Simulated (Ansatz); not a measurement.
**PdRh: how the settings move a single-point run**

How sensitive is a single-point run of PdRh to its settings? A reference run comes first, then one run with altered input.

Method: reference: DFT, r2SCAN, PAW with Ansatz's default frozen-core files, scalar-relativistic, in Ansatz 0.2.0.

## (1) The structure to begin with

It takes space group R-3m (No. 166, trigonal). Conventional cell: a = 2.758 Å, b = 2.758 Å, c = 13.486 Å, α = 90.00°, β = 90.00°, γ = 120.00°. Around Pd (site symmetry -3m) lie 6 Rh at 2.75 Å and 6 Pd at 2.76 Å. Rh (site symmetry -3m) is surrounded by 6 Pd at 2.75 Å and 6 Rh at 2.76 Å.

Coordinates:

```xyz
2
Lattice="1.3792 0.7963 4.4952 -1.3792 0.7963 4.4952 0.0000 -1.5926 4.4952" Properties=species:S:1:pos:R:3 pbc="T T T"
Pd    0.0000    0.0000    0.0000
Rh    0.0000    0.0000    6.7429
```

## (2) Reference

Contents of input.yaml:

```yaml
crystal:
  lattice:
    - [1.3792149729, 0.7962901359, 4.4952460509]
    - [-1.3792149729, 0.7962901359, 4.4952460509]
    - [0.0, -1.5925802718, 4.4952460509]
  atoms:
    - { symbol: Pd, position: [0.0, 0.0, 0.0], spin: 0.332 }
    - { symbol: Rh, position: [0.5, 0.5, 0.5], spin: 0.668 }
magnetization:
  spin_polarized: true
  initial_magnetization: 1.0
  spin_locking: { lock_magnetization: hard }
kpoints:
  mp_grid: { grid: [12, 12, 12] }
scf:
  occupations: { method: fermi_dirac, width: 0.05 }
  lower_state_search: "off"
hamiltonian:
  xc: r2scan
  pseudopotentials: { kind: paw }
output:
  forces: true
  stress: true
  eigenvalues: true
```

Launch:

```console
$ ansatz run input.yaml --threads 1 --pin off --max-ram 3072MiB --backend cpu --events-out ev --progress --plain --runs-dir out
```

## (3) Variant: occupations.method tetrahedron, preconditioner local_kerker, mixing.algorithm msr1, mixing.beta 0.05, mixing.ndim 4, width left out

input.yaml, as its differences from that of step 2:

```diff
@@ -15,4 +15,9 @@
 scf:
-  occupations: { method: fermi_dirac, width: 0.05 }
+  occupations: { method: tetrahedron }
   lower_state_search: "off"
+  mixing:
+    preconditioner: local_kerker
+    algorithm: msr1
+    beta: 0.05
+    ndim: 4
 hamiltonian:
```

Q: Predict the outcome of this session. Wanted: for each run, ending; energy change; pressure; abs. moment; force.

As calculated:

```csv
run,ending,energy change,pressure (GPa),abs. moment (μB),force (eV/Å),cycles,time
reference,converged,0,-6.2,1.09,0.00,16,56 s
"1: occupations.method tetrahedron, preconditioner local_kerker, mixing.algorithm msr1, mixing.beta 0.05, mixing.ndim 4, width left out",converged,-1.3 meV/atom (σ→0),-6.2,1.10,0.00,16,57 s
```

Residual by cycle in the longest SCF loop of each run; runs are numbered as in the table. The quantity is the density residual dr2, in eV.

```csv
cycle,reference,run 1
1,31,31.3
2,1.47,21.4
4,0.193,0.196
5,0.0355,0.0713
6,0.00659,0.00455
8,3.7e-4,6.7e-4
9,7.9e-5,1.5e-4
11,7.0e-6,5.0e-7
12,8.7e-7,5.0e-8
13,2.4e-7,1.8e-7
15,2.9e-8,3.3e-8
16,4.7e-9,6.8e-10
```

**Reading.** Changing the smearing and mixing moves the energy by -1.3 meV/atom (σ→0 values).
